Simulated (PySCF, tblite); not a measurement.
**C3H11ClO2Si3: geometry, infrared bands and NMR shifts**

What infrared bands and NMR shifts should C3H11ClO2Si3 (`C[C@@H]1C[Si@@](O[SiH3])([SiH2]Cl)O1`) show?

The runs use tblite 0.8.0 and PySCF 2.14.0, with density-fitted response routines of our own; the level of theory stands in each step. All values are computed, except where a source is named. Atoms count from 0, in the outputs and in this text.

### Step 1. The starting structure

20 atoms, charge 0, multiplicity 1; geometry from: force field or distance geometry start.

Bonds of the start (Å): C0–C1 1.54, C1–C2 1.56, C2–Si3 1.87, Si3–O4 1.65, O4–Si5 1.65, Si3–Si6 2.29, Si6–Cl7 2.06, Si3–O8 1.66, O8–C1 1.45, C0–H9 1.09, C0–H10 1.09, C0–H11 1.10, C1–H12 1.10, C2–H13 1.09, C2–H14 1.10, Si5–H15 1.47, Si5–H16 1.49, Si5–H17 1.48, Si6–H18 1.49, Si6–H19 1.48.

### Step 2. Optimising the geometry with GFN2-xTB

The job: settings as JSON, then the geometry in Å.

```
{"job": {"kind": "relax", "xc": "GFN2-xTB", "basis": "xTB"}, "charge": 0, "multiplicity": 1}
C      3.133400    -0.149300    -0.521800
C      1.815000     0.598700    -0.273200
C      0.923200    -0.005100     0.856100
Si    -0.433900     0.173400    -0.414500
O     -1.220000    -1.225900    -0.810800
Si    -2.510300    -2.140500    -0.323700
Si    -1.760600     2.018900    -0.157200
Cl    -2.989900     1.787200     1.473900
O      0.899900     0.408900    -1.376000
H      3.642600     0.281300    -1.378000
H      3.784200    -0.071800     0.345500
H      2.945900    -1.211300    -0.722300
H      2.025400     1.667400    -0.105700
H      1.152600    -1.031300     1.135800
H      0.831200     0.622600     1.754000
H     -2.591700    -3.371600    -1.126300
H     -2.324000    -2.484500     1.111700
H     -3.745400    -1.348000    -0.480900
H     -0.948100     3.236900     0.118800
H     -2.634400     2.254500    -1.325100
```

Launch:

```console
$ OMP_NUM_THREADS=1 python probes_run.py task.json out
```

This one command runs all jobs of the session in turn.

**Question.** This job is followed by: GFN2-xTB harmonic vibrations, gas phase; GIAO PBE0/pcSseg-1 NMR shielding, non-relativistic, gas phase. What will the session give for the following? strongest single infrared mode (GFN2-xTB); zero-point energy (GFN2-xTB); 13C shifts against TMS (PBE0/pcSseg-1); 1H shifts against TMS (PBE0/pcSseg-1, means over atoms taken as alike); 29Si shifts against TMS (PBE0/pcSseg-1); 17O shifts against H2O (PBE0/pcSseg-1); 35Cl shifts against HCl (PBE0/pcSseg-1); surface potential, 1st and 99th percentile.

**Answer**, as computed:

| quantity | value |
| --- | --- |
| strongest single infrared mode (GFN2-xTB) | 800 cm⁻¹, 426 km/mol |
| zero-point energy (GFN2-xTB) | 83.6 kcal/mol |
| 13C shifts against TMS (PBE0/pcSseg-1) | 74.6, 35.1, 30.0 ppm |
| 1H shifts against TMS (PBE0/pcSseg-1, means over atoms taken as alike) | 5.32, 5.14, 5.03, 4.83, 2.13, 1.59, 1.41 ppm |
| 29Si shifts against TMS (PBE0/pcSseg-1) | -5.3, -40.9, -49.7 ppm |
| 17O shifts against H2O (PBE0/pcSseg-1) | 151.6, 76.6 ppm |
| 35Cl shifts against HCl (PBE0/pcSseg-1) | -120 ppm |
| surface potential, 1st and 99th percentile | -1.39 V and 1.53 V |

**Reading.** The optimisation took 145 steps and gained 0.316 eV; among the close pairs (by a distance rule), Si6–Cl7 changed most, from 2.056 to 2.013 Å. All 54 modes are real, so the xTB geometry is a minimum. The strongest single mode, at 800 cm⁻¹, moves mainly H18 and H19. Unscaled tight-binding wavenumbers are off by several per cent, some by more. Its intensities can rank the bands wrongly. C1 (sp3 CH bonded to O) lies farthest downfield among carbon, at 74.6 ppm; deshielded by the electronegative neighbour. At PBE0/pcSseg-1: The widest tensor belongs to O4: span 128 ppm, with a paramagnetic part of -141 ppm. By nearest atom (PBE0/pcSseg-1), the HOMO sits on C2 16 %; Si3, Si6 about 14 % each and the LUMO on Si3, Si6 about 22 % each; H19 14 %.
